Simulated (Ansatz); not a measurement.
# AlP: a point defect seen from the nuclei (Se on a P site), part 2 of 2

How do the nuclei near a point defect see it? The defect is Se on a P site in AlP (cell charge +1), first unrelaxed. The cell is a supercell built from a structure deposited in the COD (the entry's cell lengths or inner coordinates differ somewhat from later room-temperature determinations). Planned: a single point, then a relaxation.

Ansatz 0.2.0; DFT, PBE, plane-wave PAW, default files, scalar-relativistic.

### Step 3. Ions relaxed

The COD entry's cell or inner coordinates are ideal or old and differ from later refinements, so a difference from it is no clean test against experiment.

Contents of input.yaml:

```yaml
crystal:
  lattice:
    - [0.0, 8.1765, 8.1765]
    - [8.1765, 0.0, 8.1765]
    - [8.1765, 8.1765, 0.0]
  atoms:
    - { symbol: Al, position: [0.0, 0.0, 0.0] }
    - { symbol: Al, position: [0.0, 0.0, 0.3333333333] }
    - { symbol: Al, position: [0.0, 0.0, 0.6666666667] }
    - { symbol: Al, position: [0.0, 0.3333333333, 0.0] }
    - { symbol: Al, position: [0.0, 0.3333333333, 0.3333333333] }
    - { symbol: Al, position: [0.0, 0.3333333333, 0.6666666667] }
    - { symbol: Al, position: [0.0, 0.6666666667, 0.0] }
    - { symbol: Al, position: [0.0, 0.6666666667, 0.3333333333] }
    - { symbol: Al, position: [0.0, 0.6666666667, 0.6666666667] }
    - { symbol: Al, position: [0.3333333333, 0.0, 0.0] }
    - { symbol: Al, position: [0.3333333333, 0.0, 0.3333333333] }
    - { symbol: Al, position: [0.3333333333, 0.0, 0.6666666667] }
    - { symbol: Al, position: [0.3333333333, 0.3333333333, 0.0] }
    - { symbol: Al, position: [0.3333333333, 0.3333333333, 0.3333333333] }
    - { symbol: Al, position: [0.3333333333, 0.3333333333, 0.6666666667] }
    - { symbol: Al, position: [0.3333333333, 0.6666666667, 0.0] }
    - { symbol: Al, position: [0.3333333333, 0.6666666667, 0.3333333333] }
    - { symbol: Al, position: [0.3333333333, 0.6666666667, 0.6666666667] }
    - { symbol: Al, position: [0.6666666667, 0.0, 0.0] }
    - { symbol: Al, position: [0.6666666667, 0.0, 0.3333333333] }
    - { symbol: Al, position: [0.6666666667, 0.0, 0.6666666667] }
    - { symbol: Al, position: [0.6666666667, 0.3333333333, 0.0] }
    - { symbol: Al, position: [0.6666666667, 0.3333333333, 0.3333333333] }
    - { symbol: Al, position: [0.6666666667, 0.3333333333, 0.6666666667] }
    - { symbol: Al, position: [0.6666666667, 0.6666666667, 0.0] }
    - { symbol: Al, position: [0.6666666667, 0.6666666667, 0.3333333333] }
    - { symbol: Al, position: [0.6666666667, 0.6666666667, 0.6666666667] }
    - { symbol: Se, position: [0.0833333333, 0.0833333333, 0.0833333333] }
    - { symbol: P, position: [0.0833333333, 0.0833333333, 0.4166666667] }
    - { symbol: P, position: [0.0833333333, 0.0833333333, 0.75] }
    - { symbol: P, position: [0.0833333333, 0.4166666667, 0.0833333333] }
    - { symbol: P, position: [0.0833333333, 0.4166666667, 0.4166666667] }
    - { symbol: P, position: [0.0833333333, 0.4166666667, 0.75] }
    - { symbol: P, position: [0.0833333333, 0.75, 0.0833333333] }
    - { symbol: P, position: [0.0833333333, 0.75, 0.4166666667] }
    - { symbol: P, position: [0.0833333333, 0.75, 0.75] }
    - { symbol: P, position: [0.4166666667, 0.0833333333, 0.0833333333] }
    - { symbol: P, position: [0.4166666667, 0.0833333333, 0.4166666667] }
    - { symbol: P, position: [0.4166666667, 0.0833333333, 0.75] }
    - { symbol: P, position: [0.4166666667, 0.4166666667, 0.0833333333] }
    - { symbol: P, position: [0.4166666667, 0.4166666667, 0.4166666667] }
    - { symbol: P, position: [0.4166666667, 0.4166666667, 0.75] }
    - { symbol: P, position: [0.4166666667, 0.75, 0.0833333333] }
    - { symbol: P, position: [0.4166666667, 0.75, 0.4166666667] }
    - { symbol: P, position: [0.4166666667, 0.75, 0.75] }
    - { symbol: P, position: [0.75, 0.0833333333, 0.0833333333] }
    - { symbol: P, position: [0.75, 0.0833333333, 0.4166666667] }
    - { symbol: P, position: [0.75, 0.0833333333, 0.75] }
    - { symbol: P, position: [0.75, 0.4166666667, 0.0833333333] }
    - { symbol: P, position: [0.75, 0.4166666667, 0.4166666667] }
    - { symbol: P, position: [0.75, 0.4166666667, 0.75] }
    - { symbol: P, position: [0.75, 0.75, 0.0833333333] }
    - { symbol: P, position: [0.75, 0.75, 0.4166666667] }
    - { symbol: P, position: [0.75, 0.75, 0.75] }
total_charge: 1
kpoints:
  mp_grid: { grid: [2, 2, 2] }
scf:
  occupations: { method: fermi_dirac, width: 0.01 }
hamiltonian:
  xc: pbe
  pseudopotentials: { kind: paw }
output:
  forces: true
  stress: true
  populations: true
  efg: { quadrupole_moments_barn: { Al: 0.1466 }, contact_densities: true }
relax:
  f_tol: 0.03
  max_steps: 40
```

Started as:

```
$ ansatz run input.yaml --threads 1 --pin off --max-ram 3072MiB --backend cpu --events-out ev --progress --plain --runs-dir out
```

Output:

```text
[... 1 line left out ...]
Warning: RAYON_NUM_THREADS=1 ignored (pool sized by the plan → 1); use --threads N
[... 10 set-up lines as earlier in the session ...]
Crystal: 54 atoms, lattice volume = 1093.282 Å³
Basis set: ecut = 420 eV, 21331 PW (Γ), exchange–correlation on 160×160×160 points (8 copies of the dense FFT grid, shifted against one another)
Bands: 167, of which v1, the nominal top of the filled ones, is band 113 counted from 1 (112 counted from 0)
[... 2 set-up lines as earlier in the session ...]
k-points: 3 of 8
[... 10 set-up lines as earlier in the session ...]
SCF iter   1: F=—  HF=-39668.774656 eV  |F-HF|=—  |Δ(HF+E_count)|=         —  Δρ=2.46e-3  dr2=1.47e-1  ethr=1.77e-3  ⟨swp⟩=8.3  Hψ=2617  notcnv=0  defer=48
preconditioner: auto → Resta (q_TF=auto, 2.098 Å⁻¹)  ε∞=4.7  [insulator: Δε(μ)=1.512 eV  Ē_g=8.572 eV  σ=0.010 eV  W_gap=1.00  n_scr=168 (ndim 8)  ℏωp=16.5 eV  f_vac=0.000  D(μ)=0.00/eV (n_scr^D=0)  ε∞_Penn≈4.7]
SCF iter   2: F=—  HF=-39668.720527 eV  |F-HF|=—  |Δ(HF+E_count)|=   5.41e-2  Δρ=1.09e-3  dr2=1.85e-2  ethr=6.49e-5  ⟨swp⟩=3.7  Hψ=962  notcnv=0  defer=145
SCF iter   3: F=—  HF=-39668.713253 eV  |F-HF|=—  |Δ(HF+E_count)|=   7.27e-3  Δρ=4.06e-4  dr2=1.43e-3  ethr=8.20e-6  ⟨swp⟩=3.3  Hψ=730  notcnv=0  defer=145
SCF iter   4: F=—  HF=-39668.712779 eV  |F-HF|=—  |Δ(HF+E_count)|=   4.74e-4  Δρ=1.27e-4  dr2=1.05e-4  ethr=6.33e-7  ⟨swp⟩=2.7  Hψ=714  notcnv=0  defer=145
iter 5 did not close the SCF: its close was put off for the readings that it lacked (scf_convergence_deferred on its scf_iter line)
SCF iter   5: F=-39668.712798 eV  HF=-39668.712796 eV  |F-HF|=1.82e-6  |Δ(HF+E_count)|=   1.75e-5  Δρ=2.10e-5  dr2=9.51e-6  ethr=4.66e-8  ⟨swp⟩=2.0  Hψ=599  notcnv=0  defer=145
SCF iter   6: F=-39668.712801 eV  HF=-39668.712800 eV  |F-HF|=6.33e-7  |Δ(HF+E_count)|=   3.99e-6  Δρ=7.48e-6  dr2=9.10e-7  ethr=4.21e-9  ⟨swp⟩=2.0  Hψ=1395  notcnv=0
SCF 1 converged in 6 iterations: F = -39668.712801 eV  dr2 = 9.10e-7
relax step   1: F+E_penalty+E_count = -39668.71280062 eV  Δ(F+E_penalty+E_count) = +0.000e0 eV  max|allowed force component| = 1.074e0 eV/Å  Δτ_max = 0.0000 Å  (6 SCF iters, dr2 threshold 2.25e-5 eV, accepted)
[... 10 lines left out ...]
relax step   2: F+E_penalty+E_count = -39669.21367458 eV  Δ(F+E_penalty+E_count) = -5.009e-1 eV  max|allowed force component| = 1.470e-1 eV/Å  Δτ_max = 0.1248 Å  (5 SCF iters, dr2 threshold 7.21e-5 eV, accepted)
[... 14 lines left out ...]
relax step   4: F+E_penalty+E_count = -39669.23137845 eV  Δ(F+E_penalty+E_count) = -3.105e-7 eV  max|allowed force component| = 2.852e-2 eV/Å  Δτ_max = 0.0000 Å  (3 SCF iters, accepted)
NSCF: frozen V_eff on 3 k-points
[... 1 line left out ...]
SCF converged after 3 iterations
Free energy (F): -39669.231378 eV
Harris-Foulkes:  -39669.231378 eV  (|F-HF|=4.95e-8)
Internal energy: -39669.231378 eV  (E = F + TS)
E sigma→0 (E₀):  -39669.231378 eV
Fermi energy:    5.957578 eV
--- Per-component energies (eV) ---
[... 15 lines left out ...]
--- Forces (eV/Å), atoms counted from 1 ---
  atom   1  Al    -0.00743316    -0.00743316    -0.00743316
  atom   2  Al     0.00743316     0.00743316    -0.00743316
  atom   3  Al     0.00000000    -0.00000000     0.02852098
  atom   4  Al     0.00743316    -0.00743316     0.00743316
  atom   5  Al     0.00187257    -0.00634981    -0.00634981
  atom   6  Al     0.00634981    -0.00187257    -0.00634981
[... 48 lines left out ...]
  max |Σ_I F_I| component: 4.47e-17 eV/Å
--- Stress (GPa, compression-positive) ---
        3.521789       0.000000      -0.000000
        0.000000       3.521789       0.000000
       -0.000000       0.000000       3.521789
  P = ⅓ Tr σ = 3.5218 GPa (35.218 kbar)
--- PAW observables at the nuclei: V_zz in 10²¹ V/m², potentials from the cell's mean, atoms counted from 1 ---
  atom   1  Al V_zz =    +3.585389   η = 0.0000   by run symmetry: allowed   C_q = +12.7094 MHz
            electrostatic potential = -1226.757634 V   contact ρ = 10084.527532 e/Å³
  atom   2  Al V_zz =    +3.585389   η = 0.0000   by run symmetry: allowed   C_q = +12.7094 MHz
            electrostatic potential = -1226.757634 V   contact ρ = 10084.527532 e/Å³
  atom   3  Al V_zz =    +0.262918   η = 0.6872   by run symmetry: allowed   C_q = +0.9320 MHz
            electrostatic potential = -1227.155123 V   contact ρ = 10084.044740 e/Å³
  atom   4  Al V_zz =    +3.585389   η = 0.0000   by run symmetry: allowed   C_q = +12.7094 MHz
            electrostatic potential = -1226.757634 V   contact ρ = 10084.527532 e/Å³
  atom   5  Al V_zz =    -0.264194   η = 0.8124   by run symmetry: allowed   C_q = -0.9365 MHz
            electrostatic potential = -1227.184881 V   contact ρ = 10084.045127 e/Å³
  atom   6  Al V_zz =    -0.264194   η = 0.8124   by run symmetry: allowed   C_q = -0.9365 MHz
            electrostatic potential = -1227.184881 V   contact ρ = 10084.045127 e/Å³
  atom   7  Al V_zz =    +0.262918   η = 0.6872   by run symmetry: allowed   C_q = +0.9320 MHz
            electrostatic potential = -1227.155123 V   contact ρ = 10084.044740 e/Å³
  atom   8  Al V_zz =    -0.264194   η = 0.8124   by run symmetry: allowed   C_q = -0.9365 MHz
            electrostatic potential = -1227.184881 V   contact ρ = 10084.045127 e/Å³
  atom   9  Al V_zz =    +0.262918   η = 0.6872   by run symmetry: allowed   C_q = +0.9320 MHz
            electrostatic potential = -1227.155123 V   contact ρ = 10084.044740 e/Å³
  atom  10  Al V_zz =    +3.585389   η = 0.0000   by run symmetry: allowed   C_q = +12.7094 MHz
            electrostatic potential = -1226.757634 V   contact ρ = 10084.527532 e/Å³
  atom  11  Al V_zz =    -0.264194   η = 0.8124   by run symmetry: allowed   C_q = -0.9365 MHz
            electrostatic potential = -1227.184881 V   contact ρ = 10084.045127 e/Å³
  atom  12  Al V_zz =    -0.264194   η = 0.8124   by run symmetry: allowed   C_q = -0.9365 MHz
            electrostatic potential = -1227.184881 V   contact ρ = 10084.045127 e/Å³
  atom  13  Al V_zz =    -0.264194   η = 0.8124   by run symmetry: allowed   C_q = -0.9365 MHz
            electrostatic potential = -1227.184881 V   contact ρ = 10084.045127 e/Å³
  atom  14  Al V_zz =    +0.000000   η = 0.0000   by run symmetry: forbidden   C_q = +0.0000 MHz
            electrostatic potential = -1227.219387 V   contact ρ = 10084.039922 e/Å³
  atom  15  Al V_zz =    -0.264194   η = 0.8124   by run symmetry: allowed   C_q = -0.9365 MHz
            electrostatic potential = -1227.184881 V   contact ρ = 10084.045127 e/Å³
  atom  16  Al V_zz =    -0.264194   η = 0.8124   by run symmetry: allowed   C_q = -0.9365 MHz
            electrostatic potential = -1227.184881 V   contact ρ = 10084.045127 e/Å³
  atom  17  Al V_zz =    -0.264194   η = 0.8124   by run symmetry: allowed   C_q = -0.9365 MHz
            electrostatic potential = -1227.184881 V   contact ρ = 10084.045127 e/Å³
  atom  18  Al V_zz =    +0.054220   η = 0.0000   by run symmetry: allowed   C_q = +0.1922 MHz
            electrostatic potential = -1227.233296 V   contact ρ = 10084.043377 e/Å³
  atom  19  Al V_zz =    +0.262918   η = 0.6872   by run symmetry: allowed   C_q = +0.9320 MHz
            electrostatic potential = -1227.155123 V   contact ρ = 10084.044740 e/Å³
  atom  20  Al V_zz =    -0.264194   η = 0.8124   by run symmetry: allowed   C_q = -0.9365 MHz
            electrostatic potential = -1227.184881 V   contact ρ = 10084.045127 e/Å³
  atom  21  Al V_zz =    +0.262918   η = 0.6872   by run symmetry: allowed   C_q = +0.9320 MHz
            electrostatic potential = -1227.155123 V   contact ρ = 10084.044740 e/Å³
  atom  22  Al V_zz =    -0.264194   η = 0.8124   by run symmetry: allowed   C_q = -0.9365 MHz
            electrostatic potential = -1227.184881 V   contact ρ = 10084.045127 e/Å³
  atom  23  Al V_zz =    -0.264194   η = 0.8124   by run symmetry: allowed   C_q = -0.9365 MHz
            electrostatic potential = -1227.184881 V   contact ρ = 10084.045127 e/Å³
  atom  24  Al V_zz =    +0.054220   η = 0.0000   by run symmetry: allowed   C_q = +0.1922 MHz
            electrostatic potential = -1227.233296 V   contact ρ = 10084.043377 e/Å³
  atom  25  Al V_zz =    +0.262918   η = 0.6872   by run symmetry: allowed   C_q = +0.9320 MHz
            electrostatic potential = -1227.155123 V   contact ρ = 10084.044740 e/Å³
  atom  26  Al V_zz =    +0.054220   η = 0.0000   by run symmetry: allowed   C_q = +0.1922 MHz
            electrostatic potential = -1227.233296 V   contact ρ = 10084.043377 e/Å³
  atom  27  Al V_zz =    +0.054220   η = 0.0000   by run symmetry: allowed   C_q = +0.1922 MHz
            electrostatic potential = -1227.233296 V   contact ρ = 10084.043377 e/Å³
  atom  28  Se V_zz =    +0.000000   η = 0.0000   by run symmetry: forbidden
            electrostatic potential = -4707.268827 V   contact ρ = 262871.541157 e/Å³
  atom  29  P  V_zz =    +0.559441   η = 0.5902   by run symmetry: allowed
            electrostatic potential = -1493.540563 V   contact ρ = 16017.045954 e/Å³
  atom  30  P  V_zz =    +0.559441   η = 0.5902   by run symmetry: allowed
            electrostatic potential = -1493.540563 V   contact ρ = 16017.045954 e/Å³
  atom  31  P  V_zz =    +0.559441   η = 0.5902   by run symmetry: allowed
            electrostatic potential = -1493.540563 V   contact ρ = 16017.045954 e/Å³
  atom  32  P  V_zz =    -0.092020   η = 0.0000   by run symmetry: allowed
            electrostatic potential = -1493.633714 V   contact ρ = 16016.996053 e/Å³
  atom  33  P  V_zz =    +0.559441   η = 0.5902   by run symmetry: allowed
            electrostatic potential = -1493.540563 V   contact ρ = 16017.045954 e/Å³
  atom  34  P  V_zz =    +0.559441   η = 0.5902   by run symmetry: allowed
            electrostatic potential = -1493.540563 V   contact ρ = 16017.045954 e/Å³
  atom  35  P  V_zz =    +0.559441   η = 0.5902   by run symmetry: allowed
            electrostatic potential = -1493.540563 V   contact ρ = 16017.045954 e/Å³
  atom  36  P  V_zz =    -0.117107   η = 0.0000   by run symmetry: allowed
            electrostatic potential = -1493.622921 V   contact ρ = 16017.025659 e/Å³
  atom  37  P  V_zz =    +0.559441   η = 0.5902   by run symmetry: allowed
            electrostatic potential = -1493.540563 V   contact ρ = 16017.045954 e/Å³
  atom  38  P  V_zz =    -0.092020   η = 0.0000   by run symmetry: allowed
            electrostatic potential = -1493.633714 V   contact ρ = 16016.996053 e/Å³
  atom  39  P  V_zz =    +0.559441   η = 0.5902   by run symmetry: allowed
            electrostatic potential = -1493.540563 V   contact ρ = 16017.045954 e/Å³
  atom  40  P  V_zz =    -0.092020   η = 0.0000   by run symmetry: allowed
            electrostatic potential = -1493.633714 V   contact ρ = 16016.996053 e/Å³
  atom  41  P  V_zz =    -0.092020   η = 0.0000   by run symmetry: allowed
            electrostatic potential = -1493.633714 V   contact ρ = 16016.996053 e/Å³
  atom  42  P  V_zz =    +0.070591   η = 0.8853   by run symmetry: allowed
            electrostatic potential = -1493.653936 V   contact ρ = 16016.970885 e/Å³
  atom  43  P  V_zz =    +0.559441   η = 0.5902   by run symmetry: allowed
            electrostatic potential = -1493.540563 V   contact ρ = 16017.045954 e/Å³
  atom  44  P  V_zz =    +0.070591   η = 0.8853   by run symmetry: allowed
            electrostatic potential = -1493.653936 V   contact ρ = 16016.970885 e/Å³
  atom  45  P  V_zz =    +0.070591   η = 0.8853   by run symmetry: allowed
            electrostatic potential = -1493.653936 V   contact ρ = 16016.970885 e/Å³
  atom  46  P  V_zz =    +0.559441   η = 0.5902   by run symmetry: allowed
            electrostatic potential = -1493.540563 V   contact ρ = 16017.045954 e/Å³
  atom  47  P  V_zz =    +0.559441   η = 0.5902   by run symmetry: allowed
            electrostatic potential = -1493.540563 V   contact ρ = 16017.045954 e/Å³
  atom  48  P  V_zz =    -0.117107   η = 0.0000   by run symmetry: allowed
            electrostatic potential = -1493.622921 V   contact ρ = 16017.025659 e/Å³
  atom  49  P  V_zz =    +0.559441   η = 0.5902   by run symmetry: allowed
            electrostatic potential = -1493.540563 V   contact ρ = 16017.045954 e/Å³
  atom  50  P  V_zz =    +0.070591   η = 0.8853   by run symmetry: allowed
            electrostatic potential = -1493.653936 V   contact ρ = 16016.970885 e/Å³
  atom  51  P  V_zz =    +0.070591   η = 0.8853   by run symmetry: allowed
            electrostatic potential = -1493.653936 V   contact ρ = 16016.970885 e/Å³
  atom  52  P  V_zz =    -0.117107   η = 0.0000   by run symmetry: allowed
            electrostatic potential = -1493.622921 V   contact ρ = 16017.025659 e/Å³
  atom  53  P  V_zz =    +0.070591   η = 0.8853   by run symmetry: allowed
            electrostatic potential = -1493.653936 V   contact ρ = 16016.970885 e/Å³
  atom  54  P  V_zz =    -0.117107   η = 0.0000   by run symmetry: allowed
            electrostatic potential = -1493.622921 V   contact ρ = 16017.025659 e/Å³
--- Band table (eV) ---
[... 3 lines left out ...]
--- Relaxed structure (4 steps of the walk, 4 accepted, 0 SCFs on fresh bases) ---
  F+E_penalty+E_count = -39669.23137845 eV   max|allowed force component| = 2.852e-2 eV/Å
  atoms:
[... 54 lines left out ...]
--- Löwdin populations: 54 sites ---
  site symbol       q [e]
[... 54 lines left out ...]
  spilling = 0.007097 (of n_electrons = 226.000000)
```

It took 90 s on 1 thread of Intel Xeon Platinum 8488C (Sapphire Rapids), shared host; peak memory 1.8 GiB.

Step by step:

```tsv
step	energy change (eV)	largest force component (eV/Å)
1	0.0000	1.074
2	-0.5009	0.147
3	-0.5186	0.028
4	-0.5186	0.029
```

Atom 2 and its like (Al) moved farthest, 0.144 Å; the mean move was 0.022 Å.

State: gap on the mesh 1.59 eV, largest force 0.029 eV/Å, pressure 3.5 GPa.

Beside the values of step 2 (V_zz in 10²¹ V/m²):

```tsv
site	atoms	V_zz, PBE	V_zz, PBE relaxed	η, PBE	η, PBE relaxed
Se	28	0.00	0.00	–	–
Al1	1, 2, 4, …	2.37	3.59	0.00	0.00
P29	29, 30, 31, …	1.26	0.56	0.13	0.59
Al5	5, 6, 8, …	-0.14	-0.26	0.97	0.81
P42	42, 44, 45, …	-0.12	0.071	0.13	0.89
Al3	3, 7, 9, …	-0.26	0.26	0.44	0.69
P36	36, 48, 52, …	-0.29	-0.12	0.00	0.00
P32	32, 38, 40, …	-0.26	-0.092	0.00	0.00
Al18	18, 24, 26, …	0.023	0.054	0.00	0.00
Al14	14	0.00	0.00	–	–
```

The printed gradients, by site:

```tsv
site	atoms	distance from the defect (Å)	V_zz (10²¹ V/m²)	η	C_Q (MHz)
Se	28	0.00	0.00	–	–
Al1	1, 2, 4, 10	2.50	3.59	0.00	12.7 (²⁷Al)
P29	29, 30, 31, 33, …	3.87	0.56	0.59	–
Al5	5, 6, 8, 11, …	4.53	-0.26	0.81	-0.937 (²⁷Al)
P42	42, 44, 45, 50, …	5.46	0.071	0.89	–
Al3	3, 7, 9, 19, …	5.94	0.26	0.69	0.932 (²⁷Al)
P32	32, 38, 40, 41	6.68	-0.092	0.00	–
P36	36, 48, 52, 54	6.68	-0.12	0.00	–
Al14	14	7.08	0.00	–	0 (²⁷Al)
Al18	18, 24, 26, 27	7.08	0.054	0.00	0.192 (²⁷Al)
```

Direction of the V_zz axis (Cartesian unit vector):

```tsv
site	atom	x	y	z
Al1	1	0.58	0.58	0.58
Al3	3	0.71	0.71	0.00
Al5	5	-0.21	0.69	0.69
Al18	18	-0.58	0.58	0.58
P29	29	0.59	0.59	0.56
P32	32	0.58	-0.58	-0.58
P36	36	0.58	-0.58	-0.58
P42	42	0.71	0.71	0.00
```

The sizes of the gradients above 0.15 moved by 57 % in the median, 81 % at the site that moves most (small gradients counted from 0.15; Al5, -0.14 to -0.26), with a change of sign at Al3.

### Step 4. Simulated spectra, from step 3

²⁷Al (I = 5/2, Q = 146.6 mb) at 9.40 T, Larmor frequency 104.4 MHz. Second-order quadrupolar shifts of the central transition; chemical shifts are not computed, so all sites share one zero.

```tsv
site	count	C_Q (MHz)	η	ν_Q (MHz)	δ_QIS (ppm)
Al1	4	12.7	0.00	1.91	-89.0
Al5	12	-0.937	0.81	0.140	-0.6
Al3	6	0.932	0.69	0.140	-0.6
Al14	1	0	–	0	0.0
Al18	4	0.192	0.00	0.029	0.0
```

²⁷Al central transition, under fast magic-angle spinning:

kHz, intensity and a bar:
```
    -24.2          0 
    -23.1          0 
    -22.0          0 
    -20.9          0 
    -19.8          0 
    -18.7          0 
    -17.6          0 
    -16.4          0 
    -15.3          1 
    -14.2          3 #
    -13.1          2 #
    -12.0          2 #
    -10.9          2 #
     -9.8          2 
     -8.7          2 
     -7.6          2 #
     -6.5          2 #
     -5.4          2 #
     -4.3          4 #
     -3.2          3 #
     -2.0          0 
     -0.9         20 ######
      0.2        100 ##############################
      1.3          1
```

### Step 5. What came out

What follows sums up all 2 parts.

```
                            quantity                                                                                                                                        value
                      state (step 3)                                                                          gap on the mesh 1.59 eV, largest force 0.029 eV/Å, pressure 3.5 GPa
    V_zz by site, step 3 (10²¹ V/m²)                                                        Se 0.00, Al1 3.59, P29 0.56, Al5 -0.26, P42 0.071, Al3 0.26, P32 -0.092, P36 -0.12, …
         largest C_Q in size, step 3                                                                                                                        12.7 MHz, ²⁷Al at Al1
step 3 (ions relaxed) against step 2  57 % in the median, 81 % at the site that moves most (small gradients counted from 0.15; Al5, -0.14 to -0.26), with a change of sign at Al3
```

In words: The largest gradient sits at Al1 (3 P at 2.34 Å, 1 Se at 2.50 Å). The runs allow no spin. The relaxation kept the symmetry F-43m, so a distorted place of lower energy may have been missed. Relaxing moved atoms by up to 0.14 Å and single gradients by up to 81 % in size (gradients over 0.15 counted), so small moves matter. At 9.40 T the ²⁷Al line of the largest coupling listed spans about 20 kHz under magic-angle spinning and 48 kHz static, from the quadrupolar part alone (no shift anisotropy). The defect repeats with the cell of 54 atoms, so it feels its images: sites between two images don't show the values beside a lone defect, and zeros or small values of η there can come from the images' arrangement. The relaxation keeps the site symmetry -43m of the start, so the impurity can't leave its site; a start off the site could end lower. A uniform background compensates the cell's charge.

The gaps are Kohn-Sham values of a semilocal functional, not quasiparticle or optical gaps. Such gaps usually fall short of the measured ones.
